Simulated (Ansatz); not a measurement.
**NaAu: energies up the ladder**

The task, for NaAu: energies up the ladder.

Method: the levels named in each step, in Ansatz 0.2.0.

### Step 1. The starting structure

Bond lengths: Na1–Au2 2.545 Å.

Structure file:

```xyz
2

Na    0.0000    0.0000    0.0000
Au    0.0000    0.0000    2.5446
```

### Step 2. A rough first relaxation, PBE-D4/def2-SVPD

The input, input.yaml:

```yaml
crystal:
  periodic: [false, false, false]
  atoms:
    - { symbol: Na, position_ang: [0.0, 0.0, 0.0] }
    - { symbol: Au, position_ang: [0.0, 0.0, 2.54465] }
basis:
  gaussian: { orbitals: def2-SVPD }
hamiltonian:
  xc: pbe
  dispersion: d4
relax:
  f_tol: 0.03
  max_steps: 200
```

The run is started by

```sh
$ ansatz run input.yaml --threads 4 --pin off --max-ram 10240MiB --backend cpu --events-out ev --progress --plain --runs-dir out
```

The runs that follow: Relaxation, PBE0-D4/def2-TZVPPD; Frequencies, PBE0-D4/def2-TZVPPD; Single point, PBE-D4/def2-TZVPPD; Single point, r2SCAN-D4/def2-TZVPPD; Single point, B3LYP-D4/def2-TZVPPD; Single point, wB97M-V/def2-TZVPPD; Single point, B2PLYP/def2-TZVPPD; Single point, LDA/def2-TZVPPD; Single point, PBE0-D4/def2-SVPD; Single point, PBE-D4/def2-SVPD; The anion of multiplicity 2 at the same geometry, PBE0-D4/def2-TZVPPD; The anion of multiplicity 2 at the same geometry, PBE-D4/def2-TZVPPD; The anion of multiplicity 2 at the same geometry, r2SCAN-D4/def2-TZVPPD; The anion of multiplicity 2 at the same geometry, B3LYP-D4/def2-TZVPPD; The anion of multiplicity 2 at the same geometry, wB97M-V/def2-TZVPPD; The anion of multiplicity 2 at the same geometry, B2PLYP/def2-TZVPPD.

Before running it: what results should come out? Wanted: Na1–Au2 at PBE0-D4/def2-TZVPPD; frequencies at PBE0-D4/def2-TZVPPD; vertical electron affinity, B2PLYP/def2-TZVPPD.

**Answer**, as computed:

| quantity | value |
| --- | --- |
| Na1–Au2 at PBE0-D4/def2-TZVPPD | 2.598 Å |
| frequencies at PBE0-D4/def2-TZVPPD | 235 cm⁻¹ |
| vertical electron affinity, B2PLYP/def2-TZVPPD | 0.613 eV |

What this shows: No mode is imaginary, so the geometry is a minimum. For the vertical electron affinity, r2SCAN-D4/def2-TZVPPD comes nearest to B2PLYP/def2-TZVPPD (+0.05 eV) and wB97M-V/def2-TZVPPD is farthest (-0.21 eV). Heavy atoms carry effective core potentials in def2 sets, and spin-orbit coupling is left out.
